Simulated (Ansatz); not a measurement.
**The germanium atom (triplet): from Hartree-Fock to the top rungs, def2-TZVPP**

How much of the correlation energy of the germanium atom (triplet) does each wave-function method recover here?

Method: def2-TZVPP, correlated electrons: outside noble gas; program: Ansatz 0.2.0, Gaussian basis.

Plan: UHF; CCSD(T) on ROHF; Full CI.

### 1 The atom

A free atom, in its lowest state of this spin that the program finds. No spin-orbit coupling is included. The filled d shell of Ge counts as core when cores are frozen.

1 atom, charge 0, spin multiplicity 3.

In the tables R marks a restricted open-shell determinant and U an unrestricted one; correlation energies count from the lowest restricted Hartree-Fock solution.

### 2 UHF

Contents of in.yaml:

```yaml
crystal:
  periodic: [false, false, false]
  atoms:
    - {symbol: Ge, position_ang: [0.000000, 0.000000, 0.000000]}
basis:
  gaussian: {orbitals: def2-TZVPP}
magnetization: {spin_polarized: true, initial_magnetization: 2}
hamiltonian: {xc: hf}
output: {orbitals: {seedname: orbitals}}
```

On the command line:

```sh
$ ansatz run in.yaml --threads 1 --pin off --events-out ev --progress --plain --max-ram 2393MiB
```

After this run come: CCSD(T) on ROHF; Full CI.

Before running them: what should the planned runs give, taken together? Wanted: correlation energy, FCI; RMP2 from FCI; RCCSD from FCI; RCCSD(T) from FCI; T1 diagnostic; effectively unpaired electrons.

As calculated:

| quantity | value |
| --- | --- |
| correlation energy, FCI | -1.9203 eV |
| RMP2 from FCI | +463.4 meV |
| RCCSD from FCI | +66.8 meV |
| RCCSD(T) from FCI | +14.5 meV |
| levels within 1 kcal/mol (43 meV) | RCCSD(T) |
| T1 diagnostic | 0.020 |
| effectively unpaired electrons | 2.03 |

RCCSD(T) misses by +14.5 meV, 0.8 % of the correlation energy. One determinant dominates. These misses are within one basis and frozen core, not against nature; frozen cores of the runs differ by up to some meV.
